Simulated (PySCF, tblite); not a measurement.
# H10O3SSi4: geometry, infrared bands and NMR shifts

What infrared bands and NMR shifts should H10O3SSi4 (`[SiH3]O[SiH](O[SiH3])O[SiH2]S`) show?

The runs use tblite 0.8.0 and PySCF 2.14.0, with density-fitted response routines of our own; the level of theory stands in each step. All values are computed, except where a source is named. Atoms are numbered from 0 throughout.

## Step 1: Starting geometry

18 atoms, charge 0, multiplicity 1; geometry from: force field or distance geometry start.

Bonds of the start (Å): Si0–O1 1.64, O1–Si2 1.66, Si2–O3 1.65, O3–Si4 1.65, Si2–O5 1.64, O5–Si6 1.65, Si6–S7 2.14, Si0–H8 1.49, Si0–H9 1.49, Si0–H10 1.48, Si2–H11 1.48, Si4–H12 1.49, Si4–H13 1.47, Si4–H14 1.48, Si6–H15 1.47, Si6–H16 1.49, S7–H17 1.34.

## Step 2: Geometry optimisation with GFN2-xTB

What the job is given:

```
{"job": {"kind": "relax", "xc": "GFN2-xTB", "basis": "xTB"}, "charge": 0, "multiplicity": 1}
Si    -2.069500     2.155800     0.532400
O     -1.462500     0.839500    -0.243500
Si    -0.229700    -0.257100    -0.025000
O     -0.340300    -1.436100    -1.172000
Si    -1.379300    -2.653100    -1.591500
O      1.216500     0.500900    -0.131700
Si     2.815700     0.114400     0.022800
S      3.937800     1.937300     0.025100
H     -2.479800     1.782400     1.911100
H     -3.270800     2.644900    -0.203000
H     -1.062800     3.232600     0.591300
H     -0.366900    -0.868700     1.313700
H     -2.698000    -2.080200    -1.969100
H     -1.550100    -3.584300    -0.461600
H     -0.814200    -3.388100    -2.746500
H      3.250500    -0.718400    -1.106600
H      3.047200    -0.597100     1.308900
H      3.447400     2.381800    -1.142400
```

The run is started by

```
$ OMP_NUM_THREADS=1 python probes_run.py task.json out
```

This one command runs all jobs of the session in turn.

**Question.** This job is followed by: GFN2-xTB harmonic vibrations, gas phase; GIAO PBE0/pcSseg-1 NMR shielding, non-relativistic, gas phase. Predict these results of the whole session: strongest single infrared mode (GFN2-xTB); zero-point energy (GFN2-xTB); 1H shifts against TMS (PBE0/pcSseg-1, means over atoms taken as alike); 29Si shifts against TMS (PBE0/pcSseg-1, means over atoms taken as alike); 17O shifts against H2O (PBE0/pcSseg-1, means over atoms taken as alike); 33S shifts against CS2 (PBE0/pcSseg-1).

**Answer**, as computed:

| quantity | value |
| --- | --- |
| strongest single infrared mode (GFN2-xTB) | 1061 cm⁻¹, 718 km/mol |
| zero-point energy (GFN2-xTB) | 60.6 kcal/mol |
| 1H shifts against TMS (PBE0/pcSseg-1, means over atoms taken as alike) | 5.77, 5.28, 4.08, 1.03 ppm |
| 29Si shifts against TMS (PBE0/pcSseg-1, means over atoms taken as alike) | -18.7, -41.9, -75.7 ppm |
| 17O shifts against H2O (PBE0/pcSseg-1, means over atoms taken as alike) | 82.1, 54.0 ppm |
| 33S shifts against CS2 (PBE0/pcSseg-1) | -242 ppm |

What this shows: The optimisation took 213 steps and gained 0.495 eV; among the close pairs (by a distance rule), O1–Si2 changed most, from 1.664 to 1.614 Å. No mode is imaginary among the 48: a minimum at this level. The strongest single mode, at 1061 cm⁻¹, moves mainly O5 and O1. Unscaled tight-binding wavenumbers are off by several per cent, some by more. Its intensities can rank the bands wrongly. At PBE0/pcSseg-1: Shielding is most anisotropic at S7 (span 314 ppm, paramagnetic term -315 ppm).
